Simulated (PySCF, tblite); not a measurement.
**C₆H₈B₂O: geometry, infrared bands and NMR shifts**

What infrared bands and NMR shifts should C₆H₈B₂O (`BOB[C@@H](C#C)C#CC`) show?

The runs use tblite 0.8.0 and PySCF 2.14.0, with density-fitted response routines of our own; the level of theory stands in each step. All values are computed, except where a source is named. Atoms are numbered from 0 throughout.

**1. The molecule as given**

17 atoms, charge 0, multiplicity 1; geometry from: force field or distance geometry start.

Bonds of the start (Å): B0–O1 1.43, O1–B2 1.48, B2–C3 1.59, C3–C4 1.48, C4–C5 1.21, C3–C6 1.47, C6–C7 1.22, C7–C8 1.48, B0–H9 1.17, B0–H10 1.19, B2–H11 1.20, C3–H12 1.08, C5–H13 1.06, C8–H14 1.09, C8–H15 1.10, C8–H16 1.12.

**2. Geometry optimisation with GFN2-xTB**

What the job is given:

```
{"job": {"kind": "relax", "xc": "GFN2-xTB", "basis": "xTB"}, "charge": 0, "multiplicity": 1}
B     -2.395700     1.259100    -0.823400
O     -1.555400     1.080900     0.318400
B     -0.289300     1.848700     0.217500
C      1.014900     0.948300     0.142300
C      1.586000     0.945000     1.509900
C      2.055000     0.972000     2.626000
C      0.661600    -0.452100    -0.129300
C      0.370800    -1.610500    -0.353300
C     -0.010600    -3.012700    -0.647700
H     -2.086800     0.751600    -1.836500
H     -3.029300     2.264300    -0.893800
H     -0.198400     2.756000     0.996800
H      1.715000     1.328300    -0.593500
H      2.490600     1.000700     3.596200
H     -0.865300    -3.299000    -0.029300
H      0.853700    -3.653900    -0.442700
H     -0.323700    -3.114700    -1.719000
```

Command:

```
$ OMP_NUM_THREADS=1 python probes_run.py task.json out
```

This one command runs all jobs of the session in turn.

**Question.** This job is followed by: GFN2-xTB harmonic vibrations, gas phase; GIAO PBE0/pcSseg-1 NMR shielding, non-relativistic, gas phase. What will the session give for the following? strongest single infrared mode (GFN2-xTB); zero-point energy (GFN2-xTB); ¹³C shifts against TMS (PBE0/pcSseg-1); ¹H shifts against TMS (PBE0/pcSseg-1, means over atoms taken as alike); ¹¹B shifts against BF3·OEt2 (PBE0/pcSseg-1); ¹⁷O shifts against H2O (PBE0/pcSseg-1); surface potential, 1st and 99th percentile.

**Answer**, as computed:

| quantity | value |
| --- | --- |
| strongest single infrared mode (GFN2-xTB) | 1630 cm⁻¹, 246 km/mol |
| zero-point energy (GFN2-xTB) | 75.1 kcal/mol |
| ¹³C shifts against TMS (PBE0/pcSseg-1) | 86.2, 83.7, 80.3, 75.8, 19.9, 4.7 ppm |
| ¹H shifts against TMS (PBE0/pcSseg-1, means over atoms taken as alike) | 5.43, 5.36, 3.18, 2.04, 1.54 ppm |
| ¹¹B shifts against BF3·OEt2 (PBE0/pcSseg-1) | 39.9, 36.4 ppm |
| ¹⁷O shifts against H2O (PBE0/pcSseg-1) | 315.5 ppm |
| surface potential, 1st and 99th percentile | -1.07 V and 1.34 V |

Relaxing lowered the energy by 2.277 eV in 129 steps; the close pair that moved most is O1–B2, from 1.484 to 1.293 Å. The lowest mode is imaginary (29i cm⁻¹), so the xTB geometry is not a minimum. The strongest single mode, at 1630 cm⁻¹, moves mainly O1. GFN2-xTB is a fitted tight-binding method: band positions and strengths are rough. Its intensities can rank the bands wrongly. At PBE0/pcSseg-1: The widest tensor belongs to C4: span 293 ppm, with a paramagnetic part of -161 ppm. By nearest atom (PBE0/pcSseg-1), the HOMO sits on C6, C7 about 26 % each; C5 12 % and the LUMO on B0 45 %; H9, H10 about 16 % each.
